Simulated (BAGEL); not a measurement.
**CuAsH4 (Cu(AsH3)H) at HF/3-21G (density fitting with qzvpp-jkfit)**

Aim: the energy change on altering one bond length of CuAsH4 (Cu(AsH3)H) at HF/3-21G (density fitting with qzvpp-jkfit), from 2 runs. 

The results are computed with BAGEL 1.2.2.

8 further runs of the same task are left out: 8 that didn't finish.

**1. The system as given**

CuAsH4: 6 atoms, total charge 0, spin state singlet. As SMILES, `[H][Cu]<-[AsH3]`. The shape comes from GFN2-xTB, which is rough for such elements, and wasn't checked as a minimum.

Bond lengths: Cu1–As2 2.393 Å, As2–H3 1.484 Å, As2–H4 1.485 Å, As2–H5 1.483 Å, Cu1–H6 1.461 Å. Angles: Cu1–As2–H3 124.0°, Cu1–As2–H4 124.5°, Cu1–As2–H5 122.5°, As2–Cu1–H6 179.8°, H3–As2–H4 92.3°, H3–As2–H5 92.3°, H4–As2–H5 92.1°.

**2. The energy at HF/3-21G (density fitting with qzvpp-jkfit)**

File job.json:

```json
{ "bagel" : [

{
  "title" : "molecule",
  "basis" : "3-21g.json",
  "df_basis" : "qzvpp-jkfit",
  "angstrom" : true,
  "geometry" : [
    { "atom" : "Cu", "xyz" : [    0.000720,    0.011210,   -1.762850 ] },
    { "atom" : "As", "xyz" : [   -0.007810,   -0.015110,    0.629670 ] },
    { "atom" : "H", "xyz" : [    0.775190,   -0.970950,    1.450720 ] },
    { "atom" : "H", "xyz" : [   -1.221000,   -0.199010,    1.465190 ] },
    { "atom" : "H", "xyz" : [    0.442060,    1.142740,    1.440560 ] },
    { "atom" : "H", "xyz" : [    0.010840,    0.031110,   -3.223300 ] }
  ]
},
{ "title" : "hf", "charge" : 0 },
{ "title" : "print", "file" : "orbitals.molden", "orbitals" : true }

]}
```

The basis set 3-21G is read from a file made from the Basis Set Exchange's data (not shown).

Run with:

```console
$ BAGEL_NUM_THREADS=1 BAGEL job.json > job.out
```

Output:

```text
* using 1 threads per process

  ===============================================================
  ===============================================================

  *** Geometry ***

  { "atom" : "Cu", "xyz" : [      0.001361,      0.021184,     -3.331304 ] },
  { "atom" : "As", "xyz" : [     -0.014759,     -0.028554,      1.189904 ] },
  { "atom" : "H", "xyz" : [      1.464897,     -1.834830,      2.741463 ] },
  { "atom" : "H", "xyz" : [     -2.307356,     -0.376074,      2.768808 ] },
  { "atom" : "H", "xyz" : [      0.835372,      2.159466,      2.722264 ] },
  { "atom" : "H", "xyz" : [      0.020485,      0.058789,     -6.091154 ] },

  Number of auxiliary basis functions:      602

  Since a DF basis is specified, we compute 2- and 3-index integrals:
    o Being stored without compression. Storage requirement is 0.016 GB

  Number of basis functions:       57
  Number of electrons      :       66

    * METHOD: MOLECULE                             0.30

  *** RHF ***

  === Nuclear Repulsion ===
   276.4382092195

      * DIIS with orbital gradients will be used.

  === RHF iteration (3-21g.json) ===
      0      -3856.01267723          0.03697484           0.10
      1      -3834.59836584          0.22018413           0.09
      2      -3856.32504787          0.00510849           0.10
      3      -3856.35218860          0.00195866           0.10
      4      -3856.35810581          0.00106469           0.09
      5      -3856.36110248          0.00054122           0.09
      6      -3856.36165503          0.00020841           0.09
      7      -3856.36174062          0.00006776           0.10
      8      -3856.36174720          0.00002428           0.09
      9      -3856.36174782          0.00001331           0.10
     10      -3856.36174786          0.00000303           0.09
     11      -3856.36174787          0.00000060           0.10
     12      -3856.36174787          0.00000020           0.10
     13      -3856.36174787          0.00000009           0.09
     14      -3856.36174787          0.00000006           0.10
     15      -3856.36174787          0.00000003           0.10
     16      -3856.36174787          0.00000001           0.10
     17      -3856.36174787          0.00000001           0.10
    * SCF iteration converged.

    * Permanent dipole moment:
           (    0.015275,     0.034972,    -2.545285) a.u.

    * METHOD: HF                                   1.96

    * METHOD: PRINT                                0.01

  ===============================================================
```

Wall time 2.4 s (1 thread of Arm Neoverse V2, shared host); peak memory 0.11 GiB.

**3. The distorted shape, same level**

File calc.json:

```json
{ "bagel" : [

{
  "title" : "molecule",
  "basis" : "3-21g.json",
  "df_basis" : "qzvpp-jkfit",
  "angstrom" : "true",
  "geometry" : [
    { "atom" : "Cu", "xyz" : [    0.182718,    0.038798,   -1.888192 ] },
    { "atom" : "As", "xyz" : [    0.174188,    0.012478,    0.504328 ] },
    { "atom" : "H", "xyz" : [    0.957188,   -0.943362,    1.325378 ] },
    { "atom" : "H", "xyz" : [   -1.221000,   -0.199010,    1.465190 ] },
    { "atom" : "H", "xyz" : [    0.624058,    1.170328,    1.315218 ] },
    { "atom" : "H", "xyz" : [    0.192838,    0.058698,   -3.348642 ] }
  ]
},
{ "title" : "hf", "charge" : 0 },
{ "title" : "print", "file" : "orbitals.molden", "orbitals" : "true" }

]}
```

The basis set 3-21G is read from a file made from the Basis Set Exchange's data (not shown).

Run with:

```console
$ BAGEL_NUM_THREADS=1 BAGEL calc.json > calc.out
```

Output:

```text
* using 1 threads per process

  ===============================================================
  ===============================================================

  *** Geometry ***

  { "atom" : "Cu", "xyz" : [      0.345287,      0.073318,     -3.568166 ] },
  { "atom" : "As", "xyz" : [      0.329168,      0.023580,      0.953042 ] },
  { "atom" : "H", "xyz" : [      1.808823,     -1.782696,      2.504601 ] },
  { "atom" : "H", "xyz" : [     -2.307356,     -0.376074,      2.768808 ] },
  { "atom" : "H", "xyz" : [      1.179299,      2.211599,      2.485402 ] },
  { "atom" : "H", "xyz" : [      0.364411,      0.110923,     -6.328016 ] },

  Number of auxiliary basis functions:      602

  Since a DF basis is specified, we compute 2- and 3-index integrals:
    o Being stored without compression. Storage requirement is 0.016 GB

  Number of basis functions:       57
  Number of electrons      :       66

    * METHOD: MOLECULE                             0.30

  *** RHF ***

  === Nuclear Repulsion ===
   274.6388002346

      * DIIS with orbital gradients will be used.

  === RHF iteration (3-21g.json) ===
      0      -3856.00397951          0.03693886           0.10
      1      -3833.15272299          0.22018737           0.09
      2      -3856.31222178          0.00523180           0.10
      3      -3856.34148479          0.00196941           0.10
      4      -3856.34754772          0.00110977           0.10
      5      -3856.35078490          0.00058153           0.09
      6      -3856.35140653          0.00025737           0.09
      7      -3856.35157427          0.00009462           0.10
      8      -3856.35158342          0.00002479           0.09
      9      -3856.35158439          0.00000931           0.10
     10      -3856.35158451          0.00000219           0.10
     11      -3856.35158452          0.00000109           0.10
     12      -3856.35158452          0.00000064           0.10
     13      -3856.35158452          0.00000034           0.10
     14      -3856.35158452          0.00000010           0.09
     15      -3856.35158452          0.00000005           0.09
     16      -3856.35158452          0.00000002           0.10
     17      -3856.35158452          0.00000001           0.09
     18      -3856.35158452          0.00000000           0.10
    * SCF iteration converged.

    * Permanent dipole moment:
           (   -0.037834,     0.026177,    -2.485416) a.u.

    * METHOD: HF                                   2.05

    * METHOD: PRINT                                0.01

  ===============================================================
```

Wall time 2.5 s (1 thread of Arm Neoverse V2, shared host); peak memory 0.11 GiB.

**4. What came out**

At HF/3-21G (density fitting with qzvpp-jkfit):

| quantity | value |
| --- | --- |
| first shape: total energy | -3856.36175 Eh |
| first shape: dipole moment | 6.47 D |
| first shape: HOMO energy | -7.06 eV |
| first shape: LUMO energy | 1.53 eV |
| first shape: HOMO–LUMO gap | 8.59 eV |
| distorted shape: total energy | -3856.35158 Eh |
| distorted shape: dipole moment | 6.32 D |
| distorted shape: HOMO energy | -7.10 eV |
| distorted shape: LUMO energy | 1.25 eV |
| distorted shape: HOMO–LUMO gap | 8.36 eV |
| energy change with the As2–H4 bond stretched from 1.485 to 1.707 Å | 0.277 eV |

With the As2–H4 bond stretched from 1.485 to 1.707 Å the energy rises by 0.28 eV (26.7 kJ/mol). The first shape isn't relaxed at this level, so the change isn't measured from a minimum.
